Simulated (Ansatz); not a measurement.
**C₂H₄GeS: one species, many methods**

An exercise on one series of results from a longer session: the logs are not shown, and one member is left open.

Computed with Ansatz 0.2.0, Gaussian basis. Level: functionals in def2-TZVPP, the program's frozen cores in correlated methods.

The runs, in order: LDA (SPW92), PBE-D4, revPBE-D4, BLYP-D4, r2SCAN-D4, B97M-V, PBE0-D4, B3LYP-D4, r2SCANh-D4, r2SCAN0-D4, HSE06-D4, BHLYP-D4, CAM-B3LYP-D4, LC-ωPBE, ωB97X-V, ωB97M-V, B2PLYP, PBE-QIDH; CCSD(T)/def2-SVP; CCSD(T)/def2-TZVPP; MP2/def2-QZVPP; extrapolation to the limit; RPA on PBE.

## The geometry

All runs share one geometry, relaxed beforehand with PBE0-D4 in a triple-zeta def2 set.

SMILES `S=[C]1[CH2][GeH2]1`, 8 atoms, charge 0, spin multiplicity 1.

Atoms are counted from 1 here; the program's logs count them from 0.

Bond lengths: S1–C2 1.598 Å, C2–C3 1.462 Å, C2–Ge4 1.940 Å, C3–Ge4 2.001 Å, C3–H5 1.088 Å, C3–H6 1.092 Å, Ge4–H7 1.526 Å, Ge4–H8 1.526 Å. Angles: S1–C2–C3 137.3°, S1–C2–Ge4 144.9°, C3–C2–Ge4 70.5°, C2–C3–Ge4 66.0°, C2–C3–H5 119.8°, C2–C3–H6 114.3°, Ge4–C3–H5 132.8°, Ge4–C3–H6 102.6°, H5–C3–H6 113.3°, C2–Ge4–C3 43.5°, C2–Ge4–H7 117.7°, C2–Ge4–H8 123.8°, C3–Ge4–H7 121.5°, C3–Ge4–H8 111.7°, H7–Ge4–H8 117.0°.

As a file:

```mol
C2H4GeS
  3D, bonds by distance, orders not assigned

  8  8  0  0  0  0  0  0  0  0999 V2000
   -1.6890    1.8503    0.6758 S   0  0
   -0.6449    0.6598    0.4645 C   0  0
    0.7839    0.5204    0.1895 C   0  0
   -0.3199   -1.0241   -0.4420 Ge  0  0
    1.3142    1.3128   -0.3336 H   0  0
    1.3583    0.0840    1.0092 H   0  0
   -0.7663   -1.1432   -1.8959 H   0  0
    0.0558   -2.3172    0.2767 H   0  0
  1  2  8  0
  2  3  8  0
  3  4  8  0
  3  5  8  0
  3  6  8  0
  4  7  8  0
  4  8  8  0
  2  4  8  0
M  END
```

Set-up of the first run:

The input, in.yaml:

```yaml
crystal:
  periodic: [false, false, false]
  atoms:
    - {symbol: S, position_ang: [-1.689016, 1.850283, 0.675775]}
    - {symbol: C, position_ang: [-0.644916, 0.659791, 0.464467]}
    - {symbol: C, position_ang: [0.783890, 0.520402, 0.189531]}
    - {symbol: Ge, position_ang: [-0.319873, -1.024052, -0.441974]}
    - {symbol: H, position_ang: [1.314158, 1.312849, -0.333622]}
    - {symbol: H, position_ang: [1.358343, 0.083975, 1.009245]}
    - {symbol: H, position_ang: [-0.766267, -1.143193, -1.895886]}
    - {symbol: H, position_ang: [0.055779, -2.317157, 0.276663]}
basis:
  gaussian: {orbitals: def2-TZVPP}
hamiltonian: {xc: lda}
output: {orbitals: {seedname: orbitals}}
```

On the command line:

```bash
$ ansatz run in.yaml --threads 2 --pin off --events-out ev --progress --plain --max-ram 4352MiB
```

Steps of the session up to this table: LDA; PBE-D4 (GGA); revPBE-D4 (GGA); BLYP-D4 (GGA); r2SCAN-D4 (meta-GGA); B97M-V (meta-GGA); B3LYP-D4 (hybrid); r2SCANh-D4 (hybrid); r2SCAN0-D4 (hybrid); HSE06-D4 (hybrid); BHLYP-D4 (hybrid); CAM-B3LYP-D4 (range-separated); LC-ωPBE (range-separated); ωB97X-V (range-separated); ωB97M-V (range-separated); B2PLYP (double hybrid); PBE-QIDH (double hybrid).

One of the session's tables, all rows but one given; the rest of the session is left out.

It belongs to the step «Orbital energies across the functionals». 

| functional | HOMO (eV) | LUMO (eV) | gap (eV) |
| --- | --- | --- | --- |
| LDA (SPW92) | -5.03 | -3.37 | 1.66 |
| PBE-D4 | -4.89 | -3.19 | 1.70 |
| revPBE-D4 | -4.84 | -3.12 | 1.71 |
| BLYP-D4 | -4.74 | -3.03 | 1.72 |
| r2SCAN-D4 | -5.08 | -3.11 | 1.96 |
| B97M-V | -5.10 | -3.02 | 2.08 |
| PBE0-D4 | -5.95 | -2.32 | 3.63 |
| B3LYP-D4 | ? | ? | ? |
| r2SCANh-D4 | -5.47 | -2.78 | 2.69 |
| r2SCAN0-D4 | -6.07 | -2.28 | 3.79 |
| HSE06-D4 | -5.56 | -2.70 | 2.86 |
| BHLYP-D4 | -6.88 | -1.26 | 5.62 |
| CAM-B3LYP-D4 | -7.18 | -1.17 | 6.01 |
| LC-ωPBE | -8.46 | -0.12 | 8.35 |
| ωB97X-V | -8.14 | -0.16 | 7.97 |
| ωB97M-V | -8.00 | -0.22 | 7.78 |

Estimate the missing values for B3LYP-D4.

Worked estimate for «HOMO (eV)». Against the share of exact exchange, BLYP-D4 (0, -4.74), BHLYP-D4 (0.5, -6.88) give a slope of -4.28 per unit share; at 0.2 the line stands at -5.60.

The run gave: HOMO (eV): -5.75; LUMO (eV): -2.49; gap (eV): 3.25. In «HOMO (eV)» the line misses by +0.15.
